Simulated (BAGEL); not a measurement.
# C3H5Al (SMILES [AlH2][CH]1C=C1): HF/6-31G(d) (density fitting with qzvpp-jkfit, spherical functions)

What is the vertical singlet–triplet gap of C3H5Al at HF/6-31G* (density fitting with qzvpp-jkfit, spherical functions)? 

The results are computed with BAGEL 1.2.2.

1 further run of the same task is left out (it didn't finish).

### Step 1. The molecule

The species is C3H5Al (9 atoms), meant as a singlet with charge 0. SMILES: `[AlH2][CH]1C=C1`. The shape comes from GFN2-xTB, which is rough for such elements, and wasn't checked as a minimum.

Bond lengths: Al1–C2 1.979 Å, C2–C3 1.537 Å, C2–C4 1.539 Å, C3–C4 1.290 Å, Al1–H5 1.552 Å, Al1–H6 1.553 Å, C2–H7 1.106 Å, C3–H8 1.062 Å, C4–H9 1.062 Å. Some angles: Al1–C2–C3 121.2°, Al1–C2–C4 120.1°, C3–C2–C4 49.6°, C2–C3–C4 65.3°, C2–C4–C3 65.1°, Al1–C2–H7 119.9°, C3–C2–H7 113.4°, C4–C2–H7 113.4°, C2–Al1–H5 123.9°, C2–Al1–H6 120.5°.

### Step 2. A single-point energy at HF/6-31G(d) (density fitting with qzvpp-jkfit, spherical functions)

The input, job.json:

```json
{ "bagel" : [

{
  "title" : "molecule",
  "basis" : "6-31gs.json",
  "df_basis" : "qzvpp-jkfit",
  "angstrom" : true,
  "geometry" : [
    { "atom" : "Al", "xyz" : [   -0.580110,    1.382070,   -0.781980 ] },
    { "atom" : "C", "xyz" : [    0.601920,   -0.073120,   -0.147680 ] },
    { "atom" : "C", "xyz" : [    0.041670,   -1.464120,    0.189410 ] },
    { "atom" : "C", "xyz" : [    0.341310,   -0.741130,    1.214260 ] },
    { "atom" : "H", "xyz" : [   -0.119120,    2.521360,   -1.729280 ] },
    { "atom" : "H", "xyz" : [   -2.063810,    1.447280,   -0.327370 ] },
    { "atom" : "H", "xyz" : [    1.665920,   -0.089190,   -0.447840 ] },
    { "atom" : "H", "xyz" : [   -0.307220,   -2.373390,   -0.235030 ] },
    { "atom" : "H", "xyz" : [    0.419440,   -0.609760,    2.265520 ] }
  ]
},
{
  "title" : "hf"
},
{
  "title" : "print",
  "file" : "orbitals.molden",
  "orbitals" : true
}

]}
```

The basis set 6-31G* is read from a file made from the Basis Set Exchange's data (not shown).

Launch:

```bash
BAGEL_NUM_THREADS=1 BAGEL job.json > job.out
```

The program printed:

```text
* using 1 threads per process

  ===============================================================
  ===============================================================

  *** Geometry ***

  { "atom" : "Al", "xyz" : [     -1.096249,      2.611734,     -1.477728 ] },
  { "atom" : "C", "xyz" : [      1.137464,     -0.138177,     -0.279075 ] },
  { "atom" : "C", "xyz" : [      0.078745,     -2.766786,      0.357933 ] },
  { "atom" : "C", "xyz" : [      0.644982,     -1.400533,      2.294619 ] },
  { "atom" : "H", "xyz" : [     -0.225104,      4.764680,     -3.267866 ] },
  { "atom" : "H", "xyz" : [     -3.900036,      2.734963,     -0.618640 ] },
  { "atom" : "H", "xyz" : [      3.148133,     -0.168545,     -0.846295 ] },
  { "atom" : "H", "xyz" : [     -0.580562,     -4.485057,     -0.444142 ] },
  { "atom" : "H", "xyz" : [      0.792627,     -1.152279,      4.281212 ] },

  Number of auxiliary basis functions:      443

  Since a DF basis is specified, we compute 2- and 3-index integrals:
    o Being stored without compression. Storage requirement is 0.017 GB

  Number of basis functions:       70
  Number of electrons      :       36

    * METHOD: MOLECULE                             0.55

  *** RHF ***

  === Nuclear Repulsion ===
   126.1482341701

      * DIIS with orbital gradients will be used.

  === RHF iteration (6-31gs.json) ===
      0       -358.18810943          0.01525912           0.09
      1       -358.26918809          0.00670662           0.09
      2       -358.28298066          0.00169647           0.08
      3       -358.28424319          0.00022305           0.09
      4       -358.28426489          0.00007207           0.10
      5       -358.28426796          0.00001554           0.11
      6       -358.28426816          0.00000378           0.08
      7       -358.28426818          0.00000132           0.08
      8       -358.28426818          0.00000049           0.08
      9       -358.28426818          0.00000016           0.08
     10       -358.28426818          0.00000006           0.08
     11       -358.28426818          0.00000002           0.08
     12       -358.28426818          0.00000001           0.08
    * SCF iteration converged.

    * Permanent dipole moment:
           (   -0.130974,     0.416285,    -0.243211) a.u.

    * METHOD: HF                                   1.42

    * METHOD: PRINT                                0.01

  ===============================================================
```

It took 2.5 s on 1 thread of Intel Xeon at 2.50GHz (Skylake/Cascade Lake), shared host.

### Step 3. The triplet at the same level

The input, input.json:

```json
{ "bagel" : [

{
  "title" : "molecule",
  "basis" : "6-31gs.json",
  "df_basis" : "qzvpp-jkfit",
  "angstrom" : true,
  "geometry" : [
    { "atom" : "Al", "xyz" : [   -0.580110,    1.382070,   -0.781980 ] },
    { "atom" : "C", "xyz" : [    0.601920,   -0.073120,   -0.147680 ] },
    { "atom" : "C", "xyz" : [    0.041670,   -1.464120,    0.189410 ] },
    { "atom" : "C", "xyz" : [    0.341310,   -0.741130,    1.214260 ] },
    { "atom" : "H", "xyz" : [   -0.119120,    2.521360,   -1.729280 ] },
    { "atom" : "H", "xyz" : [   -2.063810,    1.447280,   -0.327370 ] },
    { "atom" : "H", "xyz" : [    1.665920,   -0.089190,   -0.447840 ] },
    { "atom" : "H", "xyz" : [   -0.307220,   -2.373390,   -0.235030 ] },
    { "atom" : "H", "xyz" : [    0.419440,   -0.609760,    2.265520 ] }
  ]
},
{ "title" : "uhf", "nopen" : 2 },
{ "title" : "print", "file" : "orbitals.molden", "orbitals" : true }

]}
```

The basis set 6-31G* is read from a file made from the Basis Set Exchange's data (not shown).

Launch:

```bash
BAGEL_NUM_THREADS=1 BAGEL input.json > input.out
```

The program printed:

```text
* using 1 threads per process

  ===============================================================
  ===============================================================

  *** Geometry ***

  { "atom" : "Al", "xyz" : [     -1.096249,      2.611734,     -1.477728 ] },
  { "atom" : "C", "xyz" : [      1.137464,     -0.138177,     -0.279075 ] },
  { "atom" : "C", "xyz" : [      0.078745,     -2.766786,      0.357933 ] },
  { "atom" : "C", "xyz" : [      0.644982,     -1.400533,      2.294619 ] },
  { "atom" : "H", "xyz" : [     -0.225104,      4.764680,     -3.267866 ] },
  { "atom" : "H", "xyz" : [     -3.900036,      2.734963,     -0.618640 ] },
  { "atom" : "H", "xyz" : [      3.148133,     -0.168545,     -0.846295 ] },
  { "atom" : "H", "xyz" : [     -0.580562,     -4.485057,     -0.444142 ] },
  { "atom" : "H", "xyz" : [      0.792627,     -1.152279,      4.281212 ] },

  Number of auxiliary basis functions:      443

  Since a DF basis is specified, we compute 2- and 3-index integrals:
    o Being stored without compression. Storage requirement is 0.017 GB

  Number of basis functions:       70
  Number of electrons      :       36

    * METHOD: MOLECULE                             0.70

  *** Open-shell HF ***

  === Nuclear Repulsion ===
   126.1482341701

      * DIIS with orbital gradients will be used.

  === UHF iteration (6-31gs.json) ===
      0       -358.05620148          0.02648329           0.14
      1       -358.13262710          0.01187922           0.15
      2       -358.14601168          0.00775919           0.15
      3       -358.15251544          0.00232916           0.17
      4       -358.15718056          0.00232619           0.18
      5       -358.16081283          0.00219130           0.15
      6       -358.16900569          0.00185387           0.20
      7       -358.17648330          0.00071072           0.20
      8       -358.17578110          0.00124844           0.16
      9       -358.17700643          0.00045515           0.15
     10       -358.17709869          0.00055548           0.17
     11       -358.17719865          0.00010264           0.18
     12       -358.17720686          0.00002685           0.17
     13       -358.17720726          0.00000849           0.16
     14       -358.17720735          0.00000342           0.18
     15       -358.17720739          0.00000203           0.16
     16       -358.17720741          0.00000116           0.18
     17       -358.17720742          0.00000036           0.19
     18       -358.17720742          0.00000015           0.18
     19       -358.17720742          0.00000007           0.21
     20       -358.17720742          0.00000004           0.18
     21       -358.17720742          0.00000002           0.18
     22       -358.17720742          0.00000001           0.18
    * SCF iteration converged.

    * S^2 (UHF) is 2.0320

    * Permanent dipole moment:
           (   -0.201840,     0.220146,    -0.087740) a.u.

    * METHOD: UHF                                  4.35

    * METHOD: PRINT                                0.01

  ===============================================================
```

It took 5.7 s on 1 thread of Intel Xeon at 2.50GHz (Skylake/Cascade Lake), shared host.

### Step 4. What came out

Level: HF/6-31G* (density fitting with qzvpp-jkfit, spherical functions).

| quantity | value |
| --- | --- |
| singlet: total energy | -358.28427 Eh |
| singlet: dipole moment | 1.27 D |
| singlet: HOMO energy | -8.72 eV |
| singlet: LUMO energy | 1.44 eV |
| singlet: HOMO–LUMO gap | 10.16 eV |
| triplet: total energy | -358.17721 Eh |
| triplet: dipole moment | 0.79 D |
| triplet: ⟨S²⟩ | 2.032 |
| vertical energy of the triplet above the singlet | 2.913 eV |

In words: At this shape the triplet lies 2.91 eV (67 kcal/mol) above the singlet.
